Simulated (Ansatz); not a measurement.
# CoPdO2: the cost of one run

All numbers are computed with Ansatz 0.2.0 through its Python package. Level of theory: DFT PBEsol+U, plane waves, PAW.

**1. Starting point**

The structure is trigonal, space group R-3m (No. 166). The conventional cell has a = 2.863 Å, b = 2.863 Å, c = 17.873 Å, α = 90.00°, β = 90.00°, γ = 120.00°. Co (site symmetry -3m) is surrounded by 6 O at 1.92 Å. Pd (site symmetry -3m) has 2 O at 2.01 Å in its first shell of neighbours. O (site symmetry 3m) is surrounded by 3 Co at 1.92 Å and 1 Pd at 2.01 Å.

No structure file is read: the coordinates are typed or built in the script.

**2. The script**

Input file orders_copdo2.py:

```python
"""Ferro, antiferro and non-magnetic states of CoPdO2."""

import logging
import sys

import ansatz as az
import numpy as np

logging.basicConfig(stream=sys.stdout, format="%(levelname)s %(message)s")
logger = logging.getLogger("copdo2")
logger.setLevel(logging.INFO)


def count_gap(report):
    # lowest empty less highest filled band, counting bands; zero where they overlap
    return max(report.get("gap_by_band_count_ev") or 0.0, 0.0)

CELL = [
    (1.43169, 0.826587, 5.957772),
    (-2.86338, 1.653173, 11.915543),
    (0.0, -1.653173, 5.957772),
]
ATOMS = [
    ("Co", (0.5, 0.25, 0.5)),
    ("Pd", (0.0, 0.0, 0.0)),
    ("O", (0.887524, 0.443762, 0.887524)),
    ("O", (0.112476, 0.056238, 0.112476)),
    ("Co", (0.5, 0.75, 0.5)),
    ("Pd", (0.0, 0.5, 0.0)),
    ("O", (0.887524, 0.943762, 0.887524)),
    ("O", (0.112476, 0.556238, 0.112476)),
]


def magnet(moments):
    crystal = az.Crystal(lattice=az.Lattice.of(CELL))
    for (symbol, position), moment in zip(ATOMS, moments):
        crystal = crystal.atom(symbol, position, moment=moment or None)
    return crystal


def main() -> None:
    # starting moments in muB, one an atom
    orders = {
        "FM": [2.0, 0, 0, 0, 2.0, 0, 0, 0],
        "AFM": [2.0, 0, 0, 0, -2.0, 0, 0, 0],
    }

    rows = []
    for label, moments in orders.items():
        calc = (
            magnet(moments).calculation()
            .functional(az.Functional.PBESOL)
            .pseudopotentials("paw")
            .kpoints(12, 6, 12)
            .occupations(az.OccupationsMethod.FERMI_DIRAC, width=0.15)
            .hubbard("Co", "d", u_eff=5.0)
            .spin("collinear")
            .band_table()
        )
        data = calc.run(threads=1).report
        rows.append((label, data["free_energy_ev"], data["magnetization_mub"], data["absolute_magnetization_mub"], max(abs(m) for m in data["site_moments_mub"]), count_gap(data)))
        print(label, "site moments:", [round(m, 2) for m in data["site_moments_mub"]])

    # the same cell with no spin polarisation
    plain = (
        magnet([0] * len(ATOMS)).calculation()
        .functional(az.Functional.PBESOL)
        .pseudopotentials("paw")
        .kpoints(12, 6, 12)
        .occupations(az.OccupationsMethod.FERMI_DIRAC, width=0.15)
        .hubbard("Co", "d", u_eff=5.0)
        .band_table()
    )
    data = plain.run(threads=1).report
    rows.append(("NM", data["free_energy_ev"], 0.0, 0.0, 0.0, count_gap(data)))

    lowest = min(row[1] for row in rows)
    rows = [(row[0], 1000 * (row[1] - lowest) / 2, *row[2:]) for row in sorted(rows, key=lambda row: row[1])]
    lines = [",".join(["order", "meV/magnetic atom", "net muB", "absolute muB", "largest site muB", "gap by band count eV"])] + [",".join(f"{v:.4f}" if isinstance(v, float) else str(v) for v in row) for row in rows]
    print("\n".join(lines))
    with open("orders.csv", "w") as handle:
        handle.write("\n".join(lines) + "\n")
    print("lowest of these starts:", rows[0][0])


if __name__ == "__main__":
    main()
```

**3. The calls as engine input**

The engine receives this input (first run):

```yaml
crystal:
  lattice:
    - [1.43169, 0.826587, 5.957772]
    - [-2.86338, 1.653173, 11.915543]
    - [0.0, -1.653173, 5.957772]
  atoms:
    - { symbol: Co, position: [0.5, 0.25, 0.5], spin: 2.0 }
    - { symbol: Pd, position: [0.0, 0.0, 0.0] }
    - { symbol: O, position: [0.887524, 0.443762, 0.887524] }
    - { symbol: O, position: [0.112476, 0.056238, 0.112476] }
    - { symbol: Co, position: [0.5, 0.75, 0.5], spin: 2.0 }
    - { symbol: Pd, position: [0.0, 0.5, 0.0] }
    - { symbol: O, position: [0.887524, 0.943762, 0.887524] }
    - { symbol: O, position: [0.112476, 0.556238, 0.112476] }
kpoints:
  mp_grid:
    grid: [12, 6, 12]
hamiltonian:
  xc: pbesol
  pseudopotentials:
    kind: paw
  hubbard:
    - { species: Co, l: d, u_eff: 5.0 }
magnetization:
  spin_polarized: true
scf:
  occupations:
    method: fermi_dirac
    width: 0.15
output:
  eigenvalues: true
```

**4. Launch**

The run is started by

```console
> python orders_copdo2.py
```

Q: Estimate wall time and peak memory on 1 thread of Arm Neoverse N1, shared host.

About 34 min, with a peak of 2.4 GiB.
